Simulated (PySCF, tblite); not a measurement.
**C₂H₁₀P₂Si: geometry, infrared bands and NMR shifts**

Aim: predict the infrared bands and NMR shifts of C₂H₁₀P₂Si (`CP(C)P[SiH3]`).

Computed with tblite 0.8.0 and PySCF 2.14.0, with density-fitted response routines of our own, on a single molecule in the gas phase. Atoms count from 0, in the outputs and in this text.

## 1. The molecule as given

15 atoms, charge 0, multiplicity 1; geometry from: force field or distance geometry start.

Bonds of the start (Å): C0–P1 1.86, P1–C2 1.87, P1–P3 2.19, P3–Si4 2.22, C0–H5 1.10, C0–H6 1.10, C0–H7 1.14, C2–H8 1.11, C2–H9 1.11, C2–H10 1.10, P3–H11 1.46, Si4–H12 1.48, Si4–H13 1.47, Si4–H14 1.46.

## 2. Relaxing the molecule with GFN2-xTB

The job: settings as JSON, then the geometry in Å.

```
{"job": {"kind": "relax", "xc": "GFN2-xTB", "basis": "xTB"}, "charge": 0, "multiplicity": 1}
C     -2.243400     0.948600     0.053000
P     -0.962600     0.048900    -0.957700
C     -0.703700    -1.684500    -0.306200
P      0.865500     1.262400    -0.900400
Si     2.622500     0.107000    -0.179400
H     -2.457100     0.344500     0.947300
H     -3.127600     1.193700    -0.552300
H     -1.780000     1.925100     0.400900
H     -1.566300    -1.967500     0.338400
H     -0.639300    -2.366600    -1.185400
H      0.245100    -1.754400     0.253400
H      0.645400     2.338700     0.067200
H      2.689100     0.180700     1.296200
H      3.843800     0.727300    -0.712900
H      2.564300    -1.296200    -0.595200
```

Launch:

```bash
OMP_NUM_THREADS=1 python probes_run.py task.json out
```

This one command runs all jobs of the session in turn.

Standard output:

```text
step      E/eV     max force
  0    -438.49195    1.823
  1    -438.63872    1.278
  2    -438.74708    0.867
  3    -438.79338    0.741
  4    -438.85952    0.621
  5    -438.88332    0.448
  6    -438.91657    0.524
  7    -438.94875    0.587
  8    -438.98058    0.644
  9    -439.00391    0.447
 10    -439.01743    0.312
 11    -439.02758    0.428
 12    -439.04451    0.541
 13    -439.06145    0.431
 14    -439.07520    0.300
 15    -439.08460    0.207
 16    -439.08945    0.216
 17    -439.09357    0.233
 18    -439.09871    0.195
 19    -439.10333    0.167
 20    -439.10668    0.125
 21    -439.10927    0.132
 22    -439.11220    0.145
 23    -439.11559    0.192
 24    -439.11941    0.207
 25    -439.12369    0.190
 26    -439.12852    0.207
 27    -439.13390    0.226
 28    -439.14035    0.331
 29    -439.14891    0.443
 30    -439.16059    0.521
 31    -439.17569    0.531
 32    -439.19411    0.405
 33    -439.20785    0.422
 34    -439.19048    0.842
 35    -439.22399    0.256
 36    -439.22940    0.259
 37    -439.24300    0.260
 38    -439.25216    0.254
 39    -439.26965    0.268
 40    -439.27868    0.241
 41    -439.28641    0.215
 42    -439.29215    0.245
 43    -439.29945    0.182
 44    -439.30887    0.190
 45    -439.31262    0.174
 46    -439.31860    0.193
 47    -439.32235    0.201
 48    -439.32633    0.155
 49    -439.33113    0.175
 50    -439.33543    0.127
 51    -439.33976    0.116
 52    -439.34147    0.117
 53    -439.34404    0.125
 54    -439.34632    0.142
 55    -439.34985    0.164
 56    -439.35503    0.199
 57    -439.36182    0.210
 58    -439.36832    0.191
 59    -439.37132    0.246
 60    -439.37516    0.201
 61    -439.37748    0.154
 62    -439.38594    0.161
 63    -439.38837    0.144
 64    -439.39273    0.165
 65    -439.39629    0.189
 66    -439.40110    0.138
 67    -439.40554    0.207
 68    -439.40842    0.125
 69    -439.41089    0.092
 70    -439.41267    0.114
 71    -439.41515    0.129
 72    -439.41972    0.152
 73    -439.42509    0.162
 74    -439.42869    0.165
 75    -439.43160    0.151
 76    -439.43422    0.136
 77    -439.43707    0.165
 78    -439.44230    0.186
 79    -439.44636    0.193
 80    -439.44996    0.194
 81    -439.45261    0.126
 82    -439.45518    0.089
 83    -439.45682    0.092
 84    -439.45816    0.082
 85    -439.45875    0.058
 86    -439.45909    0.050
 87    -439.45945    0.047
 88    -439.45994    0.056
 89    -439.46059    0.075
 90    -439.46151    0.090
 91    -439.46274    0.089
 92    -439.46403    0.099
 93    -439.46509    0.086
 94    -439.46594    0.060
 95    -439.46690    0.072
 96    -439.46839    0.086
 97    -439.47045    0.112
 98    -439.47266    0.099
 99    -439.47454    0.094
100    -439.47581    0.065
101    -439.47637    0.076
102    -439.47696    0.055
103    -439.47740    0.044
104    -439.47788    0.060
105    -439.47822    0.045
106    -439.47863    0.047
107    -439.47887    0.048
108    -439.47917    0.047
109    -439.47955    0.039
110    -439.48007    0.039
111    -439.48050    0.042
112    -439.48082    0.052
113    -439.48115    0.054
114    -439.48166    0.049
115    -439.48234    0.050
116    -439.48295    0.054
117    -439.48333    0.042
118    -439.48356    0.035
119    -439.48378    0.026
120    -439.48397    0.028
121    -439.48410    0.023
122    -439.48419    0.021
123    -439.48428    0.020
124    -439.48440    0.026
125    -439.48454    0.032
126    -439.48469    0.030
127    -439.48483    0.023
128    -439.48498    0.026
129    -439.48514    0.030
130    -439.48536    0.039
131    -439.48565    0.043
132    -439.48600    0.039
133    -439.48634    0.038
134    -439.48654    0.028
135    -439.48663    0.041
136    -439.48676    0.035
137    -439.48700    0.032
138    -439.48729    0.045
139    -439.48773    0.055
140    -439.48816    0.057
141    -439.48865    0.089
142    -439.48921    0.076
143    -439.48907    0.107
144    -439.48994    0.047
145    -439.49018    0.045
146    -439.49059    0.049
147    -439.49080    0.039
148    -439.49141    0.048
149    -439.49208    0.055
150    -439.49283    0.080
151    -439.49301    0.109
152    -439.49397    0.122
153    -439.49462    0.057
154    -439.49517    0.033
155    -439.49565    0.122
156    -439.49617    0.042
157    -439.49663    0.034
158    -439.49743    0.119
159    -439.49827    0.071
160    -439.49916    0.064
161    -439.49881    0.201
162    -439.50031    0.167
163    -439.50103    0.061
164    -439.50203    0.083
165    -439.50261    0.184
166    -439.50413    0.072
167    -439.50508    0.065
168    -439.50680    0.153
169    -439.50776    0.095
170    -439.50865    0.132
171    -439.50986    0.136
172    -439.51061    0.189
173    -439.51308    0.103
174    -439.51496    0.115
175    -439.51458    0.240
176    -439.51634    0.137
177    -439.51706    0.103
178    -439.51871    0.079
179    -439.51989    0.121
180    -439.52141    0.100
181    -439.52487    0.121
182    -439.52740    0.112
183    -439.52254    0.355
184    -439.53037    0.116
185    -439.53213    0.101
186    -439.53474    0.249
187    -439.53834    0.119
188    -439.54059    0.111
189    -439.54568    0.140
190    -439.54878    0.143
191    -439.55539    0.189
192    -439.55751    0.263
193    -439.56167    0.202
194    -439.56572    0.173
195    -439.56947    0.192
196    -439.57462    0.103
197    -439.57841    0.195
198    -439.58230    0.175
199    -439.58462    0.139
200    -439.58766    0.109
201    -439.58966    0.109
202    -439.59134    0.133
203    -439.59261    0.132
204    -439.59384    0.104
205    -439.59497    0.068
206    -439.59624    0.078
207    -439.59781    0.118
208    -439.59840    0.087
209    -439.59957    0.086
210    -439.60057    0.052
211    -439.60160    0.066
212    -439.60232    0.061
213    -439.60288    0.059
214    -439.60340    0.051
215    -439.60374    0.050
216    -439.60408    0.047
217    -439.60443    0.050
218    -439.60474    0.039
219    -439.60500    0.032
220    -439.60524    0.033
221    -439.60548    0.038
222    -439.60579    0.039
223    -439.60624    0.039
224    -439.60678    0.052
225    -439.60738    0.050
226    -439.60792    0.051
227    -439.60836    0.043
228    -439.60866    0.033
229    -439.60884    0.025
230    -439.60895    0.028
231    -439.60904    0.027
232    -439.60914    0.026
233    -439.60927    0.030
234    -439.60948    0.032
235    -439.60978    0.046
236    -439.61014    0.056
237    -439.61062    0.061
238    -439.61118    0.056
239    -439.61179    0.061
240    -439.61236    0.057
241    -439.61274    0.072
242    -439.61297    0.064
243    -439.61334    0.041
244    -439.61356    0.035
245    -439.61386    0.049
246    -439.61407    0.044
247    -439.61434    0.037
248    -439.61463    0.027
249    -439.61485    0.039
250    -439.61511    0.058
251    -439.61533    0.048
252    -439.61553    0.029
253    -439.61564    0.023
254    -439.61581    0.036
255    -439.61602    0.048
256    -439.61624    0.037
257    -439.61639    0.023
258    -439.61646    0.022
259    -439.61650    0.017
260    -439.61653    0.012
261    -439.61655    0.007
```

Run time: 1.4 s. Hardware: 1 thread of Arm Neoverse V2, shared host.

Relaxation path: (not every step is listed)

| step | energy from step 0 (eV) | largest force (eV/Å) |
| --- | --- | --- |
| 0 | 0.0000 | 1.8229 |
| 1 | -0.1468 | 1.2782 |
| 2 | -0.2551 | 0.8675 |
| 3 | -0.3014 | 0.7408 |
| 4 | -0.3676 | 0.6208 |
| 5 | -0.3914 | 0.4479 |
| 6 | -0.4246 | 0.5236 |
| 7 | -0.4568 | 0.5873 |
| 8 | -0.4886 | 0.6443 |
| 32 | -0.7022 | 0.4050 |
| 56 | -0.8631 | 0.1994 |
| 80 | -0.9580 | 0.1944 |
| 104 | -0.9859 | 0.0596 |
| 128 | -0.9930 | 0.0262 |
| 152 | -1.0020 | 0.1222 |
| 176 | -1.0244 | 0.1365 |
| 200 | -1.0957 | 0.1095 |
| 224 | -1.1148 | 0.0521 |
| 248 | -1.1227 | 0.0275 |
| 256 | -1.1243 | 0.0367 |
| 257 | -1.1244 | 0.0226 |
| 258 | -1.1245 | 0.0224 |
| 259 | -1.1245 | 0.0173 |
| 260 | -1.1246 | 0.0116 |
| 261 | -1.1246 | 0.0073 |

Close pairs (by a distance rule), those that changed most:

| bond | before (Å) | after (Å) | change (Å) |
| --- | --- | --- | --- |
| P3–H11 | 1.464 | 1.387 | -0.076 |
| C0–H7 | 1.135 | 1.089 | -0.046 |
| C2–H9 | 1.115 | 1.089 | -0.025 |
| C2–H8 | 1.113 | 1.090 | -0.024 |
| P3–Si4 | 2.223 | 2.242 | +0.019 |
| P1–C2 | 1.870 | 1.852 | -0.018 |
| P1–P3 | 2.195 | 2.180 | -0.015 |
| C2–H10 | 1.104 | 1.090 | -0.014 |

The next job starts from the end point, and lists it.

## 3. Vibrational analysis with GFN2-xTB

The job: settings as JSON, then the geometry in Å.

```
{"job": {"kind": "ir", "xc": "GFN2-xTB", "basis": "xTB"}, "charge": 0, "multiplicity": 1}
C     -1.372283     0.649726    -0.927443
P     -0.455436    -0.834467    -0.304608
C     -1.552672    -1.240617     1.130529
P      1.106549     0.214645     0.796373
Si     2.406177     0.736530    -0.954183
H     -1.519870     1.380933    -0.132969
H     -2.339472     0.322822    -1.306840
H     -0.812110     1.104495    -1.743319
H     -2.486732    -1.655097     0.751935
H     -1.062929    -1.991116     1.749915
H     -1.756295    -0.352921     1.728489
H      1.774626    -0.963784     1.096508
H      2.307280    -0.214374    -2.064235
H      3.777070     0.786640    -0.445806
H      1.981681     2.064574    -1.407568
```

Standard output:

```text
mode    cm-1     km/mol
  1      42.4      2.23
  2      88.1      0.24
  3     107.0      0.85
  4     149.6      0.06
  5     182.5      0.32
  6     199.7      0.23
  7     211.5      2.47
  8     282.4      0.88
  9     449.8     15.70
 10     477.6     33.94
 11     490.5     21.90
 12     525.0     31.45
 13     689.6     22.49
 14     700.2      4.16
 15     733.3     43.82
 16     740.4    346.95
 17     759.1    143.62
 18     761.8    194.51
 19     779.9    122.50
 20     820.3     11.43
 21     859.6      9.74
 22     900.1     21.68
 23     936.1     33.10
 24    1311.7      0.29
 25    1314.7      2.21
 26    1431.5      2.03
 27    1442.5      3.10
 28    1444.8      4.69
 29    1452.9      4.18
 30    2229.7    100.76
 31    2237.6    208.00
 32    2258.0    243.50
 33    2296.7    134.87
 34    2980.9      3.59
 35    2985.5      4.29
 36    2993.2      7.15
 37    3001.3     13.24
 38    3004.5     12.14
 39    3005.4     10.89
```

It took 0.38 s on 1 thread of Arm Neoverse V2, shared host.

Which atoms move in the most intense modes:

| cm⁻¹ | km/mol | atoms |
| --- | --- | --- |
| 740 | 346.9 | H13 24 %, H12 22 %, H14 18 %, H11 17 % |
| 759 | 143.6 | H11 50 %, H14 11 % |
| 762 | 194.5 | H13 50 %, H14 42 % |
| 780 | 122.5 | H12 54 %, H14 31 %, H13 11 % |
| 2230 | 100.8 | H14 89 % |
| 2238 | 208.0 | H12 92 % |
| 2258 | 243.5 | H13 93 % |
| 2297 | 134.9 | H11 94 % |

## 4. Shielding tensors: PBE0/pcSseg-1

Settings changed since step 3:

```diff
@@ -1,2 +1,2 @@
-{"job": {"kind": "ir", "xc": "GFN2-xTB", "basis": "xTB"}, "charge": 0, "multiplicity": 1}
+{"job": {"kind": "nmr", "xc": "PBE0", "basis": "pcSseg-1"}, "charge": 0, "multiplicity": 1}
 C     -1.372283     0.649726    -0.927443
```

Method: GIAO PBE0/pcSseg-1 NMR shielding, non-relativistic, gas phase.

Standard output:

```text
coarse grid: 13248 points
cycle   1  E = -1053.8371895831  dE =  1.259e-01  |g| = 3.460e-01  |ddm| = 3.406e+00
cycle   2  E = -1053.8298334227  dE =  7.356e-03  |g| = 3.803e-01  |ddm| = 6.331e-01
cycle   3  E = -1053.8675989907  dE = -3.777e-02  |g| = 3.475e-02  |ddm| = 3.639e-01
cycle   4  E = -1053.8679380146  dE = -3.390e-04  |g| = 1.016e-02  |ddm| = 6.712e-02
cycle   5  E = -1053.8679680579  dE = -3.004e-05  |g| = 3.291e-03  |ddm| = 2.140e-02
cycle   6  E = -1053.8679709085  dE = -2.851e-06  |g| = 1.006e-03  |ddm| = 6.008e-03
final grid: 111920 points
cycle   7  E = -1053.8971989601  dE = -2.248e-05  |g| = 7.027e-03  |ddm| = 2.905e-02
cycle   8  E = -1053.8971925817  dE =  6.378e-06  |g| = 8.591e-03  |ddm| = 1.291e-02
cycle   9  E = -1053.8972113695  dE = -1.879e-05  |g| = 3.725e-04  |ddm| = 7.584e-03
cycle  10  E = -1053.8972114090  dE = -3.949e-08  |g| = 1.108e-04  |ddm| = 7.433e-04
cycle  11  E = -1053.8972114124  dE = -3.414e-09  |g| = 3.914e-05  |ddm| = 2.032e-04
cycle  12  E = -1053.8972114128  dE = -4.213e-10  |g| = 7.735e-06  |ddm| = 6.454e-05
converged SCF energy = -1053.8972114128

GIAO shielding tensors (ppm)
atom      isotropic    diamagn.    paramagn.     s11        s22        s33       span
  0 C      170.529     255.105     -84.576    158.804    167.163    185.622     26.818
  1 P      395.628     967.922    -572.294    357.601    402.385    426.897     69.296
  2 C      165.555     254.376     -88.821    152.918    158.383    185.366     32.448
  3 P      547.706     969.435    -421.728    477.612    514.700    650.806    173.194
  4 Si     429.092     880.280    -451.188    385.786    435.631    465.858     80.072
  5 H       30.807      32.188      -1.380     26.819     29.027     36.577      9.758
  6 H       30.476      31.074      -0.599     25.937     27.158     38.333     12.396
  7 H       30.657      32.135      -1.478     25.258     29.317     37.396     12.138
  8 H       30.358      30.458      -0.101     25.578     27.122     38.372     12.794
  9 H       30.450      31.105      -0.655     25.878     27.954     37.518     11.640
 10 H       30.536      31.596      -1.060     26.607     28.900     36.101      9.493
 11 H       30.232      31.993      -1.761     24.196     27.540     38.959     14.763
 12 H       27.588      29.199      -1.612     23.975     25.958     32.829      8.855
 13 H       27.505      28.845      -1.340     23.793     24.826     33.894     10.101
 14 H       27.832      29.548      -1.716     24.102     26.108     33.287      9.185
```

Run time: 14 s. Hardware: 1 thread of Arm Neoverse V2, shared host; peak memory 0.73 GiB.

Shifts follow as δ = σ(reference) − σ, with reference shieldings (ppm) from runs at the same level and on the same kind of geometry: ¹H TMS 31.72, ¹³C TMS 186.9, ²⁹Si TMS 349.2, ³¹P H3PO4 318.4. The references are single molecules in the gas phase, so shifts against H2O, NH3, PH3, H3PO4 or CFCl3 are not on the usual liquid scales and can be off by tens of ppm. Atoms listed in one row are averaged.

| atoms | environment | σ (ppm) | δ (ppm) | δ scaled to CDCl3 |
| --- | --- | --- | --- | --- |
| C0, C2 | methyl carbon bonded to P | 168.0 | 18.9 | 16.5 |
| H12, H13, H14 | hydrogen on a silicon bonded to P | 27.64 | 4.08 | – |
| H11 | hydrogen on a phosphorus bonded to P, Si | 30.23 | 1.49 | – |
| H5, H6, H7, H8, H9, H10 | hydrogen on a methyl carbon bonded to P | 30.55 | 1.17 | 1.21 |
| P1 | phosphorus bonded to 2 C, P | 395.6 | -77.3 | – |
| P3 | phosphorus bonded to P, Si, H | 547.7 | -229.3 | – |
| Si4 | silicon bonded to P, 3 H | 429.1 | -79.9 | – |

The scaled column applies a straight-line fit of computed shieldings to shifts measured in CDCl3 (root-mean-square error 0.16 ppm for H, 1.9 ppm for C).

The run also stored atomic charges by several schemes (e):

| atoms | Mulliken | IAO | Hirshfeld | ESP fit |
| --- | --- | --- | --- | --- |
| C0, C2 | -0.48 | -0.61 | -0.17 | -0.45 |
| P1 | 0.04 | 0.34 | 0.10 | -0.10 |
| P3 | -0.23 | -0.14 | -0.03 | -0.29 |
| Si4 | 0.32 | 0.41 | 0.25 | 0.24 |

Mayer bond orders: C0–P1 0.96, P1–C2 0.96, P1–P3 0.98, P3–Si4 0.93.

## 5. What came out

```
                                                               quantity                 value
                              strongest single infrared mode (GFN2-xTB)  740 cm⁻¹, 347 km/mol
                                           zero-point energy (GFN2-xTB)         67.6 kcal/mol
¹³C shifts against TMS (PBE0/pcSseg-1, means over atoms taken as alike)              18.9 ppm
 ¹H shifts against TMS (PBE0/pcSseg-1, means over atoms taken as alike)  4.08, 1.49, 1.17 ppm
                               ³¹P shifts against H3PO4 (PBE0/pcSseg-1)     -77.3, -229.3 ppm
                                ²⁹Si shifts against TMS (PBE0/pcSseg-1)             -79.9 ppm
```

**Reading.** Relaxing lowered the energy by 1.125 eV in 261 steps; the close pair that moved most is P3–H11, from 1.464 to 1.387 Å. No mode is imaginary among the 39: a minimum at this level. The strongest single mode, at 740 cm⁻¹, is spread over several atoms, H13, H12, H14, H11 among them. GFN2-xTB is a fitted tight-binding method: band positions and strengths are rough. Its intensities can rank the bands wrongly. At PBE0/pcSseg-1: The largest span, 173 ppm, is at P3, where the paramagnetic term is -422 ppm.
